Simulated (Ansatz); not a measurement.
# Si5As3: the cost of one run

Program: Ansatz 0.2.0. Level of theory: DFT PBE, scalar-relativistic, plane waves, PAW. These are calculated values, not measurements.

## 1. The starting structure

Symmetry: Im-3m, No. 229, cubic system. Conventional cell: a = 6.796 Å, b = 6.796 Å, c = 6.796 Å, α = 90.00°, β = 90.00°, γ = 90.00°. Si (site symmetry -3m) is surrounded by 2 Si at 2.94 Å and 6 As at 2.94 Å. Si (site symmetry m-3m) is surrounded by 8 Si at 2.94 Å. As (site symmetry 4/mmm) has 8 Si at 2.94 Å as nearest neighbours.

As a file:

```cif
data_structure
_symmetry_space_group_name_H-M 'P 1'
_symmetry_Int_Tables_number 1
_cell_length_a 5.8859
_cell_length_b 5.8859
_cell_length_c 5.8859
_cell_angle_alpha 109.471
_cell_angle_beta 109.471
_cell_angle_gamma 109.471
_cell_volume 156.97
loop_
_atom_site_label
_atom_site_type_symbol
_atom_site_fract_x
_atom_site_fract_y
_atom_site_fract_z
_atom_site_occupancy
Si1 Si 0.50000 0.50000 0.50000 1
Si2 Si 0.00000 0.00000 0.50000 1
Si3 Si 0.00000 0.50000 0.00000 1
Si4 Si 0.50000 0.00000 0.00000 1
Si5 Si 0.00000 0.00000 0.00000 1
As1 As 0.00000 0.50000 0.50000 1
As2 As 0.50000 0.00000 0.50000 1
As3 As 0.50000 0.50000 0.00000 1
```

A structure generator made this guess: random cell by space group and Wyckoff sites (Im-3m, No. 229). The dimensions are guesses.

## 2. A first look at the guess

Contents of input.yaml:

```yaml
crystal:
  lattice:
    - [-3.39824762, 3.39824762, 3.39824762]
    - [3.39824762, -3.39824762, 3.39824762]
    - [3.39824762, 3.39824762, -3.39824762]
  atoms:
    - { symbol: Si, position: [0.5, 0.5, 0.5] }
    - { symbol: Si, position: [0.0, 0.0, 0.5] }
    - { symbol: Si, position: [0.0, 0.5, 0.0] }
    - { symbol: Si, position: [0.5, 0.0, 0.0] }
    - { symbol: Si, position: [0.0, 0.0, 0.0] }
    - { symbol: As, position: [0.0, 0.5, 0.5] }
    - { symbol: As, position: [0.5, 0.0, 0.5] }
    - { symbol: As, position: [0.5, 0.5, 0.0] }
basis:
  ecutwfc: 420
kpoints:
  mp_grid: { grid: [4, 4, 4] }
hamiltonian:
  xc: pbe
scf:
  occupations: { method: gaussian, width: 0.1 }
  lower_state_search: "off"
output:
  forces: true
  stress: true
  eigenvalues: true
```

Launch:

```bash
$ ansatz run input.yaml --threads 1 --pin off --max-ram 2048MiB --backend cpu --events-out ev --progress --plain --runs-dir out
```

**Question.** How long does this run take on 1 thread of Arm Neoverse V2, shared host, and how much memory does it need?

About 2.9 s, with a peak of 0.45 GiB.
